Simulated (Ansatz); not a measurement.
# Lu: the crystal squeezed far

An exercise on one series of results from a longer session: the logs are not shown, and one member is left open.

Method: DFT, PBEsol, PAW with Ansatz's default frozen-core files, scalar-relativistic, in Ansatz 0.2.0.

## The starting structure

It takes space group Im-3m (No. 229, cubic). The conventional cell has a = 3.805 Å, b = 3.805 Å, c = 3.805 Å, α = 90.00°, β = 90.00°, γ = 90.00°. Around Lu (site symmetry m-3m) lie 8 Lu at 3.29 Å.

Structure file:

```xyz
1
Lattice="-1.9023 1.9023 1.9023 1.9023 -1.9023 1.9023 1.9023 1.9023 -1.9023" Properties=species:S:1:pos:R:3 pbc="T T T"
Lu    0.0000    0.0000    0.0000
```

Whether this phase is the stable one at these pressures isn't tested.

Set-up of the first run:

Input file input.yaml:

```yaml
crystal:
  lattice:
    - [-1.9023286315, 1.9023286315, 1.9023286315]
    - [1.9023286315, -1.9023286315, 1.9023286315]
    - [1.9023286315, 1.9023286315, -1.9023286315]
  atoms:
    - { symbol: Lu, position: [0.0, 0.0, 0.0] }
kpoints:
  mp_grid: { grid: [16, 16, 16] }
scf:
  occupations: { method: fermi_dirac, width: 0.05 }
hamiltonian:
  xc: pbesol
  pseudopotentials: { kind: paw }
output:
  forces: true
  stress: true
relax:
  f_tol: 0.005
  max_steps: 40
  cell: {}
```

On the command line:

```console
$ ansatz run input.yaml --threads 1 --pin off --max-ram 2048MiB --backend cpu --events-out ev --progress --plain --runs-dir out
```

Steps of the session up to this table: Cell relaxed at zero pressure, PAW; Volume scaled by 1, PAW; Volume scaled by 0.88, PAW; Volume scaled by 0.78, PAW; Volume scaled by 0.68, PAW; Volume scaled by 0.58, PAW; Volume scaled by 0.5, PAW; Volume scaled by 0.43, PAW.

One of the session's tables, all rows but one given; the rest of the session is left out.

```
method  volume over the first  volume (Å³/atom)  pressure (GPa)
   PAW                      1            27.886            0.00
   PAW                   0.88            24.540            7.09
   PAW                   0.78            21.751           16.70
   PAW                   0.68            18.963           32.24
   PAW                   0.58            16.174           59.96
   PAW                    0.5            13.943           99.74
   PAW                   0.43                 ?               ?
```

Q: Estimate the row for PAW, 0.43 from the others.

As computed: volume (Å³/atom): 11.991; pressure (GPa): 164.10. In the column «volume (Å³/atom)» it is the lowest.
